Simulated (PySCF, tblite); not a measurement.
# C₅H₇N₃O₂Si: geometry, infrared bands and NMR shifts

Wanted: the infrared bands and NMR shifts of C₅H₇N₃O₂Si (`COC(=O)c1ncnnc1[SiH3]`), by calculation.

Programs: tblite 0.8.0 and PySCF 2.14.0, with density-fitted response routines of our own. Each step states its level of theory. These are calculated values for one molecule in the gas phase, unless marked as measured. Atoms are numbered from 0 throughout.

**1. The starting structure**

18 atoms, charge 0, multiplicity 1; geometry from: force field or distance geometry start.

Bonds of the start (Å): C0–O1 1.44, O1–C2 1.36, C2–O3 1.21, C2–C4 1.51, C4–N5 1.36, N5–C6 1.33, C6–N7 1.34, N7–N8 1.37, N8–C9 1.35, C9–Si10 1.84, C9–C4 1.39, C0–H11 1.09, C0–H12 1.08, C0–H13 1.09, C6–H14 1.09, Si10–H15 1.50, Si10–H16 1.48, Si10–H17 1.49.

**2. Geometry optimisation with GFN2-xTB**

What the job is given:

```
{"job": {"kind": "relax", "xc": "GFN2-xTB", "basis": "xTB"}, "charge": 0, "multiplicity": 1}
C      3.262600    -0.295900    -0.309300
O      2.013200     0.426200    -0.323800
C      0.951500    -0.315400     0.081200
O      0.979100    -1.479800     0.395000
C     -0.300200     0.530200     0.052500
N     -0.092100     1.873200    -0.067000
C     -1.185900     2.634900    -0.085500
N     -2.436600     2.172900     0.004200
N     -2.633900     0.825500     0.107500
C     -1.576700    -0.010900     0.134800
Si    -2.051700    -1.786200     0.247800
H      3.486400    -0.645600     0.703300
H      4.038000     0.392900    -0.621400
H      3.218300    -1.132900    -1.012600
H     -1.064000     3.712300    -0.165700
H     -1.645000    -2.363100     1.569400
H     -1.448200    -2.562100    -0.862400
H     -3.523400    -1.969900     0.140300
```

Launch:

```bash
$ OMP_NUM_THREADS=1 python probes_run.py task.json out
```

The driver reads the jobs from task.json and runs them one after another.

**Question.** This job is followed by: GFN2-xTB harmonic vibrations, gas phase; GIAO PBE0/pcSseg-1 NMR shielding, non-relativistic, gas phase. Predict these results of the whole session: strongest single infrared mode (GFN2-xTB); zero-point energy (GFN2-xTB); ¹³C shifts against TMS (PBE0/pcSseg-1); ¹H shifts against TMS (PBE0/pcSseg-1, means over atoms taken as alike); ¹⁷O shifts against H2O (PBE0/pcSseg-1); ¹⁵N shifts against NH3 (PBE0/pcSseg-1); ²⁹Si shifts against TMS (PBE0/pcSseg-1).

**Answer**, as computed:

```
                                                              quantity                                 value
                             strongest single infrared mode (GFN2-xTB)                  809 cm⁻¹, 385 km/mol
                                          zero-point energy (GFN2-xTB)                         73.1 kcal/mol
                                ¹³C shifts against TMS (PBE0/pcSseg-1)  178.5, 169.6, 160.5, 148.7, 55.4 ppm
¹H shifts against TMS (PBE0/pcSseg-1, means over atoms taken as alike)                 10.14, 4.93, 4.36 ppm
                                ¹⁷O shifts against H2O (PBE0/pcSseg-1)                      440.7, 193.3 ppm
                                ¹⁵N shifts against NH3 (PBE0/pcSseg-1)               523.7, 458.8, 310.0 ppm
                               ²⁹Si shifts against TMS (PBE0/pcSseg-1)                             -71.5 ppm
```

The optimisation took 91 steps and gained 0.397 eV; among the close pairs (by a distance rule), N7–N8 changed most, from 1.366 to 1.299 Å. No mode is imaginary among the 48: a minimum at this level. The strongest single mode, at 809 cm⁻¹, has its largest shares on H17, H16 and H15 (the list is cut at 3 atoms). Unscaled tight-binding wavenumbers are off by several per cent, some by more. Its intensities can rank the bands wrongly. C2 (ester carbonyl carbon) lies farthest downfield among carbon, at 178.5 ppm; it is a carbonyl in resonance with an O or N lone pair, the region of acids, esters and amides. At PBE0/pcSseg-1: The largest span, 1055 ppm, is at N8, where the paramagnetic term is -576 ppm.
